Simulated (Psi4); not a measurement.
# SiCl3 (SMILES Cl[Si](Cl)Cl): a chain of runs, part 2 of 2

Psi4 1.11. The steps go on from the part before.

## 5. The singlet anion: the energy at MP2/def2-SVPD (density fitting, density fitting for correlation) (run 4)

The input, cl3si.sdf:

```

     RDKit          3D

  4  3  0  0  0  0  0  0  0  0999 V2000
   -1.5431   -0.5995    1.0412 Cl  0  0  0  0  0  0  0  0  0  0  0  0
    0.1189    0.3991    0.3185 Si  0  0  0  0  0  3  0  0  0  0  0  0
    1.7142   -0.9152    0.2204 Cl  0  0  0  0  0  0  0  0  0  0  0  0
   -0.2895    1.1175   -1.5786 Cl  0  0  0  0  0  0  0  0  0  0  0  0
  2  1  1  0
  3  2  1  0
  4  2  1  0
M  CHG  1   2  -1
M  END
$$$$
```

The input, job.py:

```python
import psi4
from rdkit import Chem

psi4.set_memory(1600000000)
psi4.set_num_threads(1)
psi4.set_output_file('run.log', False)

rd = Chem.SDMolSupplier('cl3si.sdf', removeHs=False, sanitize=False)[0]
xyz = rd.GetConformer().GetPositions()
atoms = '\n'.join(f'{a.GetSymbol()} {x:.4f} {y:.4f} {z:.4f}' for a, (x, y, z) in zip(rd.GetAtoms(), xyz))
m = psi4.geometry('-1 1\n' + atoms + '\nsymmetry c1')

psi4.set_options({
    'basis': 'def2-SVPD',
    'reference': 'rhf',
    'num_frozen_docc': 20,
})

E, wfn = psi4.energy("mp2", return_wfn=True)
print(f'total energy {E:.8f} hartree = {E * 27.211386:.5f} eV')
```

Run with:

```
python job.py
```

run.log:

```text
[...]
  Running in c1 symmetry.
[...]
  Nuclear repulsion =  318.576800181550993
[...]
  Multiplicity = 1
[...]
  Nalpha       = 33
  Nbeta        = 33
[...]
    Number of basis functions: 105
[...]
   @DF-RHF iter   1: -1667.04294024540718   -2.24687e-01   2.16382e-03 ADIIS/DIIS
[...]
   @DF-RHF iter  11: -1667.07988431194440   -3.84262e-11   9.80289e-09 DIIS
[...]
  @DF-RHF Final Energy: -1667.07988431194440
   => Energetics <=
    Nuclear Repulsion Energy =            318.5768001815509933
    One-Electron Energy =               -2953.8796605568227278
    Two-Electron Energy =                 968.2229760633274509
    Total Energy =                      -1667.0798843119443973
[...]
 Multipole Moments:
 ------------------------------------------------------------------------------------
     Multipole            Electronic (a.u.)      Nuclear  (a.u.)        Total (a.u.)
 ------------------------------------------------------------------------------------
 L = 1.  Multiply by 2.5417464519 to convert [e a0] to [Debye]
 Dipole X            :         -0.2533308            0.0942930           -0.1590378
 Dipole Y            :         -0.8496985            0.3164602           -0.5332383
 Dipole Z            :         -0.6780420            0.2525529           -0.4254891
 Magnitude           :                                                    0.7004834
[...]
```

The script printed:

```text
total energy -1667.61825016 hartree = -45378.20391 eV
```

Wall time 3.9 s (1 thread of AMD EPYC 7R43 (Zen 3), shared host); peak memory 0.26 GiB.

## 6. The singlet anion: a structure relaxation at MP2/def2-SVPD (density fitting, density fitting for correlation) (run 5)

The input, cl3si.xyz:

```xyz
4
Cl3Si
Cl    -1.543053    -0.599496     1.041230
Si     0.118947     0.399095     0.318495
Cl     1.714154    -0.915234     0.220430
Cl    -0.289478     1.117474    -1.578577
```

The input, job.py:

```python
import psi4

psi4.set_memory('1600 MB')
psi4.set_num_threads(1)
psi4.set_output_file('output.dat', False)

with open('cl3si.xyz') as f:
    atoms = ''.join(f.readlines()[2:])
mol = psi4.geometry('-1 1\n' + atoms + 'symmetry c1')

psi4.set_options({
    'basis': 'def2-SVPD',
    'geom_maxiter': 50,
    'num_frozen_docc': 20,
})

e = psi4.optimize('mp2', molecule=mol)
print(f'total energy {e:.8f} hartree = {e * 27.211386:.5f} eV')
mol.save_xyz_file('final.xyz', False)
for k, v in sorted(psi4.core.scalar_variables().items()):
    print(f'{k:45s} {v:18.10f}')
```

Run with:

```
python job.py
```

output.dat:

```text
[...]
  Running in c1 symmetry.
[...]
  Nuclear repulsion =  318.580851613495440
[...]
  Multiplicity = 1
[...]
  Nalpha       = 33
  Nbeta        = 33
[...]
    Number of basis functions: 105
[...]
   @DF-RHF iter   1: -1667.04293491310909   -2.24594e-01   2.16379e-03 ADIIS/DIIS
[...]
   @DF-RHF iter  10: -1667.12054537290192    4.32010e-12   6.33449e-11 DIIS
[...]
  @DF-RHF Final Energy: -1667.12054537290192
   => Energetics <=
    Nuclear Repulsion Energy =            306.8557404500658663
    One-Electron Energy =               -2930.9237544094894474
    Two-Electron Energy =                 956.9474685865218362
    Total Energy =                      -1667.1205453729019155
[...]
 Multipole Moments:
 ------------------------------------------------------------------------------------
     Multipole            Electronic (a.u.)      Nuclear  (a.u.)        Total (a.u.)
 ------------------------------------------------------------------------------------
 L = 1.  Multiply by 2.5417464519 to convert [e a0] to [Debye]
 Dipole X            :         -0.1331160            0.1507945            0.0176784
 Dipole Y            :         -0.4466641            0.5059812            0.0593171
 Dipole Z            :         -0.3564311            0.4037644            0.0473333
 Magnitude           :                                                    0.0779197
[...]
  -Total Gradient:
     Atom            X                  Y                   Z
    ------   -----------------  -----------------  -----------------
       1        0.000111050122     0.000079944265    -0.000033353520
       2       -0.000044763467    -0.000150271776    -0.000119953623
       3       -0.000097210291     0.000100160866     0.000019124576
       4        0.000030923630    -0.000029833336     0.000134182574
[...]
```

On the terminal:

```text
Optimizer: Optimization complete!
total energy -1667.65698741 hartree = -45379.25800 eV
CURRENT CORRELATION ENERGY                         -0.5364420406
CURRENT ENERGY                                  -1667.6569874135
CURRENT REFERENCE ENERGY                        -1667.1205453729
CUSTOM SCS-MP2 CORRELATION ENERGY                  -0.5172853699
CUSTOM SCS-MP2 TOTAL ENERGY                     -1667.6378307428
DD SOLVATION ENERGY                                 0.0000000000
HF KINETIC ENERGY                                1666.5020800036
HF POTENTIAL ENERGY                             -3333.6226253765
HF TOTAL ENERGY                                 -1667.1205453729
HF VIRIAL RATIO                                     2.0003711159
MP2 CORRELATION ENERGY                             -0.5364420406
MP2 DOUBLES ENERGY                                 -0.5364420406
MP2 OPPOSITE-SPIN CORRELATION ENERGY               -0.3905438727
MP2 SAME-SPIN CORRELATION ENERGY                   -0.1458981679
MP2 SINGLES ENERGY                                 -0.0000000000
MP2 TOTAL ENERGY                                -1667.6569874135
NUCLEAR REPULSION ENERGY                          306.8557404501
ONE-ELECTRON ENERGY                             -2930.9237544095
OPTIMIZATION ITERATIONS                             6.0000000000
PCM POLARIZATION ENERGY                             0.0000000000
PE ENERGY                                           0.0000000000
SCF ITERATION ENERGY                            -1667.1205453729
SCF ITERATIONS                                     10.0000000000
SCF TOTAL ENERGY                                -1667.1205453729
SCS-MP2 CORRELATION ENERGY                         -0.5172853699
SCS-MP2 TOTAL ENERGY                            -1667.6378307428
TWO-ELECTRON ENERGY                               956.9474685865
```

Wall time 38 s (1 thread of AMD EPYC 7R43 (Zen 3), shared host); peak memory 0.31 GiB.

Step by step:

```
step  energy from the first frame kept (eV)  largest force (eV/Å)
   0                                 0.0000                5.0990
   1                                -0.7980                2.6086
   2                                -1.0406                0.5363
   3                                -1.0525                0.1203
   4                                -1.0541                0.0503
   5                                -1.0542                0.0102
```

After the run. Bond lengths: Cl1–Si2 2.229 Å, Si2–Cl3 2.229 Å, Si2–Cl4 2.229 Å. Angles: Cl1–Si2–Cl3 97.1°, Cl1–Si2–Cl4 97.1°, Cl3–Si2–Cl4 97.1°.

## 7. Summary of results

What follows sums up all 2 parts.

| quantity | value |
| --- | --- |
| run 1, UMP2/def2-SVPD: total energy at the end | -1667.55062 Eh |
| run 1, UMP2/def2-SVPD: HOMO energy (Hartree–Fock orbitals) (highest over α and β) | -10.44 eV |
| run 1, UMP2/def2-SVPD: LUMO energy (Hartree–Fock orbitals) (lowest over α and β) | -0.06 eV |
| run 1, UMP2/def2-SVPD: correlation energy (20 core orbitals frozen) | -508.3 mEh |
| run 1, UMP2/def2-SVPD: ⟨S²⟩ of the reference determinant | 0.755 |
| singlet cation, run 2: total energy | -1667.21122 Eh |
| singlet cation, run 2: HOMO energy (Hartree–Fock orbitals) | -18.49 eV |
| singlet cation, run 2: LUMO energy (Hartree–Fock orbitals) | -8.31 eV |
| singlet cation, run 2: HOMO–LUMO gap (Hartree–Fock orbitals) | 10.19 eV |
| singlet cation, run 2: correlation energy (20 core orbitals frozen) | -515.8 mEh |
| singlet cation, run 3: total energy at the end | -1667.26022 Eh |
| singlet cation, run 3: correlation energy (20 core orbitals frozen) | -507.6 mEh |
| singlet anion, run 4: total energy | -1667.61825 Eh |
| singlet anion, run 4: HOMO energy (Hartree–Fock orbitals) | -2.22 eV |
| singlet anion, run 4: LUMO energy (Hartree–Fock orbitals) | 5.92 eV |
| singlet anion, run 4: HOMO–LUMO gap (to an unbound level, set by the basis) | 8.13 eV |
| singlet anion, run 4: correlation energy (20 core orbitals frozen) | -538.4 mEh |
| singlet anion, run 5: total energy at the end | -1667.65699 Eh |
| singlet anion, run 5: correlation energy (20 core orbitals frozen) | -536.4 mEh |
| adiabatic electron affinity (to the singlet anion, no zero-point term) | 2.894 eV |
| adiabatic ionisation energy (to the singlet cation, no zero-point term) | 7.902 eV |

**Reading.** The adiabatic electron affinity (to the singlet anion, no zero-point term) is 2.89 eV (67 kcal/mol). The adiabatic ionisation energy (to the singlet cation, no zero-point term) is 7.90 eV (182 kcal/mol). The optimisation (run 1, UMP2/def2-SVPD) took 4 steps and changed the energy by -0.021 eV. The optimisation (singlet cation, run 3) took 6 steps and changed the energy by -1.333 eV. The optimisation (singlet anion, run 5) took 6 steps and changed the energy by -1.054 eV.
